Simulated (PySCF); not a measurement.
**WOCl: relaxation and vibrations of the doublet**

Where does doublet WOCl go from a linear start, is the end point a minimum, and what are its modes, charges and moments?

Computed with PySCF 2.14.0. Level: PBE0, basis W def2-TZVP with ECP60, O def2-TZVP, Cl def2-TZVP, scalar-relativistic core potentials, no spin–orbit coupling, density fitting.

**1. Starting geometry**

3 atoms, charge 0, spin multiplicity 2.

Bond lengths: W1–O2 1.770 Å, W1–Cl3 2.360 Å. Angles: O2–W1–Cl3 180.0°.

```xyz
3
charge 0 multiplicity 2
W     0.0000    0.0000    0.0000
O     0.0000    0.0000   -1.7700
Cl    0.0000    0.0000    2.3600
```

**2. First SCF at the start**

The steps below are one call of a driver around PySCF. For each, scf.py gives the equivalent set-up of the SCF; relaxations use the driver's own optimiser. After this first run the driver tries any further starts and a stability analysis.

Contents of scf.py:

```python
from pyscf import gto, scf, dft
mol = gto.M(atom='''
W      0.000000     0.000000     0.000000
O      0.000000     0.000000    -1.770000
Cl     0.000000     0.000000     2.360000''',
    basis={'W': 'def2-TZVP', 'O': 'def2-TZVP', 'Cl': 'def2-TZVP'},
    ecp={'W': 'def2-TZVP'},
    charge=0, spin=1)
mf = dft.UKS(mol, xc='PBE0')
mf.grids.atom_grid = (50, 194)
aux = {'W': 'def2-universal-JKFIT', 'O': 'def2-universal-JKFIT', 'Cl': 'def2-universal-JKFIT'}
mf = mf.density_fit(auxbasis=aux)
mf.conv_tol = 1e-08
mf.diis_space = 10
mf.max_cycle = 60
mf.init_guess = 'minao'
mf.verbose = 4
mf.kernel()
```

Launch:

```bash
> OMP_NUM_THREADS=4 python axn.py task.json out
```

The runs that follow: Linear start, doublet: relaxation; Is it a minimum? Harmonic modes; Leaving the saddle point; Hessian and properties.

What does the calculation give? Wanted: minimum; geometry; wavenumbers; dipole moment; highest occupied, lowest empty level; polar-tensor charge of W1; zero-point energy; atomisation energy; ⟨S²⟩.

**Answer**, as computed:

```
                                          quantity                                     value
                                           minimum            broken-symmetry (Ms = 1/2), Cs
                                          geometry  W–Cl 2.268 Å, W–O 1.680 Å; Cl–W–O 130.6°
                                wavenumbers (cm⁻¹)             116 (a'), 396 (a'), 1058 (a')
                                     dipole moment                                    1.66 D
highest occupied, lowest empty level (either spin)                           -6.67, -3.47 eV
                         polar-tensor charge of W1                                   +1.12 e
                                 zero-point energy                                9.4 kJ/mol
                               entropy at 298.15 K                           305.2 J/(mol K)
         atomisation energy (no zero-point energy)                               1083 kJ/mol
                                              ⟨S²⟩                                     1.637
```

What this shows: The linear start (C∞v) ends in a minimum of Cs symmetry, after a stop at a second-order saddle point 20.7 kJ/mol higher, from which it was pushed off along an imaginary mode. The determinant is spin-contaminated (⟨S²⟩ = 1.64 against 0.75), so it is no pure spin state. The strongest infrared band lies at 1058 cm⁻¹ (a', stretch). The first SCF alone would have been 80 kJ/mol too high. Other starts or spin states, not run here, may lie lower. Open d and f shells are described by one determinant, and the ground state may have another occupation or spin. With an element this heavy the missing spin–orbit coupling can shift these numbers.
